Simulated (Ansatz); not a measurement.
**Sn28H40 hole rod (Sn₂₇BH₄₀): the relaxed shape and its frontier levels**

Aim: characterise Sn28H40 hole rod (Sn₂₇BH₄₀) as a doublet: its structure, frontier levels and distribution of charge and spin.

Program: Ansatz 0.2.0, Gaussian basis. Level of theory: UKS PBE0-D4/def2-SVP. These are calculated values, not measurements.

Levels to be run: relaxation at PBE-D4/def2-SVP; a single point at PBE0-D4/def2-SVP.

1 further run of the same task is left out (set aside as unsound or not needed). Runs told in other sessions of the task aren't counted.

### Step 1. The starting structure

68 atoms, charge 0, spin multiplicity 2.

Atoms are counted from 1 here; the program's logs count them from 0.

Bond lengths: Sn1–Sn13 2.838 Å, Sn1–Sn19 2.826 Å, Sn1–Sn20 2.784 Å, Sn1–H29 1.723 Å, Sn2–Sn16 2.798 Å, Sn2–Sn19 2.770 Å, Sn2–Sn21 2.804 Å, Sn2–H30 1.735 Å, Sn3–Sn13 2.793 Å, Sn3–Sn16 2.828 Å, Sn3–H31 1.707 Å, Sn4–Sn14 2.812 Å, Sn4–Sn23 2.797 Å, Sn4–H32 1.758 Å, Sn5–Sn17 2.797 Å, Sn5–Sn24 2.832 Å, Sn5–H33 1.732 Å, Sn6–Sn20 2.805 Å and more. Angles: Sn13–Sn1–Sn19 108.5°, Sn13–Sn1–Sn20 109.8°, Sn13–Sn1–H29 109.9°, Sn19–Sn1–Sn20 109.2°, Sn19–Sn1–H29 109.4°, Sn20–Sn1–H29 110.0°, Sn16–Sn2–Sn19 110.0°, Sn16–Sn2–Sn21 110.1°, Sn16–Sn2–H30 109.0°, Sn19–Sn2–Sn21 109.8°, Sn19–Sn2–H30 109.4°, Sn21–Sn2–H30 108.4°, Sn13–Sn3–Sn16 109.1°, Sn13–Sn3–H31 109.8°, Sn16–Sn3–H31 109.0°, Sn14–Sn4–Sn23 110.6°, Sn14–Sn4–H32 110.0°, Sn23–Sn4–H32 109.3° and more.

Sn takes a core potential in the def2 sets. No spin-orbit coupling is included.

The start is a built from a lattice or polyhedron geometry.

### Step 2. Relaxation at PBE-D4/def2-SVP

in.yaml reads:

```yaml
crystal:
  periodic: [false, false, false]
  atoms:
    - {symbol: Sn, position_ang: [-1.617300, 1.634800, -8.107500]}
    - {symbol: Sn, position_ang: [1.603000, -1.608900, -8.105800]}
    - {symbol: Sn, position_ang: [-1.630600, -1.613800, -4.862000]}
    - {symbol: Sn, position_ang: [-1.618100, 1.622900, -1.614300]}
    - {symbol: Sn, position_ang: [1.611500, -1.624900, -1.629700]}
    - {symbol: Sn, position_ang: [1.631500, 1.623100, -4.871900]}
    - {symbol: Sn, position_ang: [-1.634200, -1.626400, 1.622600]}
    - {symbol: Sn, position_ang: [-1.626600, 1.641900, 4.882600]}
    - {symbol: Sn, position_ang: [1.581800, -1.650800, 4.864900]}
    - {symbol: Sn, position_ang: [1.616200, 1.625700, 1.625800]}
    - {symbol: Sn, position_ang: [-1.590700, -1.639200, 8.106800]}
    - {symbol: Sn, position_ang: [1.653100, 1.632200, 8.122400]}
    - {symbol: Sn, position_ang: [-3.252700, -0.024700, -6.487500]}
    - {symbol: Sn, position_ang: [-3.243400, -0.018400, -0.010200]}
    - {symbol: Sn, position_ang: [-3.246100, -0.014200, 6.488500]}
    - {symbol: Sn, position_ang: [0.001400, -3.244500, -6.497600]}
    - {symbol: Sn, position_ang: [0.008900, -3.231600, 0.004800]}
    - {symbol: Sn, position_ang: [-0.012300, -3.234000, 6.482500]}
    - {symbol: Sn, position_ang: [0.013200, -0.016100, -9.721300]}
    - {symbol: Sn, position_ang: [-0.000300, 3.226300, -6.494700]}
    - {symbol: Sn, position_ang: [3.245800, 0.004100, -6.504700]}
    - {symbol: B, position_ang: [-0.016600, 0.003000, -3.252000]}
    - {symbol: Sn, position_ang: [0.003500, 3.256400, -0.024700]}
    - {symbol: Sn, position_ang: [3.248800, 0.018400, -0.004500]}
    - {symbol: Sn, position_ang: [-0.012200, 0.011300, 3.248800]}
    - {symbol: Sn, position_ang: [0.013400, 3.239800, 6.467800]}
    - {symbol: Sn, position_ang: [3.243300, -0.006700, 6.501600]}
    - {symbol: Sn, position_ang: [0.002900, -0.024500, 9.717100]}
    - {symbol: H, position_ang: [-2.602300, 2.625700, -9.115100]}
    - {symbol: H, position_ang: [2.615500, -2.608900, -9.098500]}
    - {symbol: H, position_ang: [-2.602400, -2.611700, -3.875900]}
    - {symbol: H, position_ang: [-2.619400, 2.631400, -2.649300]}
    - {symbol: H, position_ang: [2.613500, -2.615000, -2.636900]}
    - {symbol: H, position_ang: [2.620500, 2.605800, -3.861500]}
    - {symbol: H, position_ang: [-2.617400, -2.605500, 2.633800]}
    - {symbol: H, position_ang: [-2.609800, 2.602400, 3.851700]}
    - {symbol: H, position_ang: [2.641800, -2.617200, 3.864100]}
    - {symbol: H, position_ang: [2.617700, 2.612700, 2.628300]}
    - {symbol: H, position_ang: [-2.615000, -2.615300, 9.094800]}
    - {symbol: H, position_ang: [2.622600, 2.600000, 9.115500]}
    - {symbol: H, position_ang: [-4.215200, -1.015900, -7.520000]}
    - {symbol: H, position_ang: [-4.228800, 1.031300, -5.512000]}
    - {symbol: H, position_ang: [-4.256800, -0.984200, -1.005700]}
    - {symbol: H, position_ang: [-4.245600, 0.987800, 1.001000]}
    - {symbol: H, position_ang: [-4.244100, -0.988900, 5.494300]}
    - {symbol: H, position_ang: [-4.250700, 0.988200, 7.468800]}
    - {symbol: H, position_ang: [-0.992900, -4.254900, -7.499400]}
    - {symbol: H, position_ang: [1.014900, -4.238800, -5.497800]}
    - {symbol: H, position_ang: [-0.985400, -4.244400, -0.996500]}
    - {symbol: H, position_ang: [0.999400, -4.233800, 0.975700]}
    - {symbol: H, position_ang: [-0.980500, -4.246900, 5.481100]}
    - {symbol: H, position_ang: [0.979500, -4.243900, 7.507500]}
    - {symbol: H, position_ang: [-1.010700, -0.990600, -10.760100]}
    - {symbol: H, position_ang: [0.993000, 1.006500, -10.731600]}
    - {symbol: H, position_ang: [0.983600, 4.241500, -7.472500]}
    - {symbol: H, position_ang: [-0.983100, 4.267600, -5.493800]}
    - {symbol: H, position_ang: [4.229200, 0.991200, -7.484100]}
    - {symbol: H, position_ang: [4.239700, -0.993500, -5.494300]}
    - {symbol: H, position_ang: [0.968000, 4.250500, -1.001700]}
    - {symbol: H, position_ang: [-1.010600, 4.247600, 1.012800]}
    - {symbol: H, position_ang: [4.245400, 0.995500, -1.007000]}
    - {symbol: H, position_ang: [4.281100, -0.979800, 0.976000]}
    - {symbol: H, position_ang: [0.981300, 4.239300, 5.473600]}
    - {symbol: H, position_ang: [-0.990500, 4.231200, 7.501400]}
    - {symbol: H, position_ang: [4.252500, 0.952400, 5.497600]}
    - {symbol: H, position_ang: [4.213800, -0.976400, 7.485600]}
    - {symbol: H, position_ang: [-0.984800, 0.977100, 10.755500]}
    - {symbol: H, position_ang: [1.023300, -1.009000, 10.733600]}
basis:
  gaussian: {orbitals: def2-SVP, fitting: {mean_field: def2-universal-jkfit}}
magnetization: {spin_polarized: true, initial_magnetization: 1}
hamiltonian: {xc: pbe, dispersion: d4}
scf: {lower_state_search: "off"}
output: {orbitals: {seedname: orbitals}}
relax: {f_tol: 0.03, max_steps: 70}
```

Command:

```console
> ansatz run in.yaml --threads 11 --pin off --events-out ev --progress --plain --max-ram 110592MiB --backend cuda --devices 0, --max-vram 75GiB
```

After this run come: Single point, PBE0-D4/def2-SVP.

**Question.** What will the summary of the whole plan be? Wanted: point group; commonest bond, hydrogen aside; HOMO, LUMO at PBE0-D4/def2-SVP; ⟨S²⟩; dipole at PBE-D4/def2-SVP.

As calculated:

| quantity | value |
| --- | --- |
| point group | C1 |
| commonest bond, hydrogen aside | Sn–Sn, 32 of mean length 2.822 Å |
| HOMO, LUMO at PBE0-D4/def2-SVP (over both spins) | -6.35, -4.63 eV |
| ⟨S²⟩ | 0.757 |
| dipole at PBE-D4/def2-SVP | 0.26 D |

The relaxation broke 0 and made 1 bonds, so the end is another structure than the start. No usable vibrations, so a minimum isn't proven. The alpha HOMO lies nearest to B22 22 %; 4 Sn atoms about 10 % each and the alpha LUMO to Sn25 12 %; 4 Sn atoms about 7 % each (shares on a coarse grid); over both spins the LUMO of beta spin, not drawn, take the frontier's place. Whether this spin is the lowest isn't tested here. The point group is read from a loosely relaxed geometry; soft torsions can leave it below the true symmetry.
